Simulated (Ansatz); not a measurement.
# GeB₂H₆ (SMILES B[BH][GeH3]): functionals against CCSD(T) at one geometry

One table from this session's results is given with a row withheld; the runs are named, their logs left out.

Computed with Ansatz 0.2.0, Gaussian basis. Level: single points in def2-TZVPP.

Cores are frozen in the correlated methods. Filled d shells of the heavier atoms are correlated.

**Where the work starts**

SMILES `B[BH][GeH3]`, 9 atoms, charge 0, spin multiplicity 1.

Atoms are counted from 1 here; the program's logs count them from 0.

Bond lengths: B1–B2 1.525 Å, B1–H4 1.374 Å, B1–H5 1.238 Å, B2–Ge3 2.287 Å, B2–H6 1.156 Å, Ge3–H7 1.515 Å, Ge3–H8 1.583 Å, Ge3–H9 1.431 Å. Angles: B2–B1–H4 115.7°, B2–B1–H5 140.3°, H4–B1–H5 104.0°, B1–B2–Ge3 112.1°, B1–B2–H6 140.2°, Ge3–B2–H6 106.7°, B2–Ge3–H7 117.0°, B2–Ge3–H8 101.3°, B2–Ge3–H9 116.4°, H7–Ge3–H8 109.8°, H7–Ge3–H9 106.2°, H8–Ge3–H9 105.3°.

Coordinates:

```xyz
9
charge 0, multiplicity 1
B    -0.4851    0.9913   -1.3955
B    -0.7240    0.7333    0.0879
Ge    0.6978   -0.8504    0.9245
H    -1.2730    0.2703   -2.2602
H     0.2363    1.6677   -2.1411
H    -1.2776    1.1938    0.9921
H     1.5639   -1.5936   -0.0718
H    -0.3215   -1.8548    1.6022
H     1.5701   -0.4296    1.9774
```

Set-up of the first run:

Input file run/in.yaml:

```yaml
crystal:
  periodic: [false, false, false]
  atoms:
    - {symbol: B, position_ang: [-0.485100, 0.991300, -1.395500]}
    - {symbol: B, position_ang: [-0.724000, 0.733300, 0.087900]}
    - {symbol: Ge, position_ang: [0.697800, -0.850400, 0.924500]}
    - {symbol: H, position_ang: [-1.273000, 0.270300, -2.260200]}
    - {symbol: H, position_ang: [0.236300, 1.667700, -2.141100]}
    - {symbol: H, position_ang: [-1.277600, 1.193800, 0.992100]}
    - {symbol: H, position_ang: [1.563900, -1.593600, -0.071800]}
    - {symbol: H, position_ang: [-0.321500, -1.854800, 1.602200]}
    - {symbol: H, position_ang: [1.570100, -0.429600, 1.977400]}
basis:
  gaussian: {orbitals: def2-TZVPP}
correlation: {method: ccsd_t}
output: {forces: true}
```

No record of the launch command was kept for these runs.

Among the steps run: CCSD(T)/def2-TZVPP; PBE0-D4/def2-TZVPP; wB97M-V/def2-TZVPP; r2SCAN-D4/def2-TZVPP; PBE-D4/def2-TZVPP; wB97X-V/def2-TZVPP; HSE06-D4/def2-TZVPP.

One table of the session follows, with a row left open; its other results are not shown here.

| method | RMS force component (eV/Å) | angle to CCSD(T) forces (°) | dipole (D) |
| --- | --- | --- | --- |
| CCSD(T) | 1.462 | reference | 0.56 |
| PBE0-D4 | 1.378 | 5.3 | 0.51 |
| wB97M-V | 1.414 | 3.7 | 0.56 |
| r2SCAN-D4 | ? | ? | ? |
| PBE-D4 | 1.280 | 10.1 | 0.49 |
| wB97X-V | 1.489 | 2.0 | 0.55 |
| HSE06-D4 | 1.375 | 5.4 | 0.51 |

Q: Estimate the row for r2SCAN-D4 from the others.

The run gave: RMS force component (eV/Å): 1.332; angle to CCSD(T) forces (°): 6.1; dipole (D): 0.49. In the column «RMS force component (eV/Å)» it lies between PBE-D4 (1.280) and HSE06-D4 (1.375).
